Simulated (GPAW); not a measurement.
The system is HfGe.

```
Hf Ge
1.0
     3.50084    0.00000    0.00000
     0.00000    3.50084    0.00000
     0.00000    0.00000    3.50084
Hf Ge
1 1
Direct
  0.00000 0.00000 0.00000
  0.50000 0.50000 0.50000
```

The cell was built by a generator and needn't be a form met in nature.

Base run:

```yaml
Program: GPAW 26.7.0
Functional: AM05
Potentials_or_basis: PAW data sets generated in the run's folder for this functional
Cutoff: 600 eV
Basis: pw
k_mesh: 8 × 8 × 8
Occupations: fermi-dirac, width 0.05 eV
Spin: no spin polarisation
```

Its results: band gap on the k mesh none (metal or under the smearing width); pressure -15.3 GPa.

Problem. The run is repeated on the same cell with these changes: functional from AM05 to BLYP. What comes out?

Solution. Band gap on the k mesh none (metal or under the smearing width); pressure -7.0 GPa.

BLYP binds less tightly than AM05, so the same cell stands under more pressure.

Not every run made on this cell is shown here.
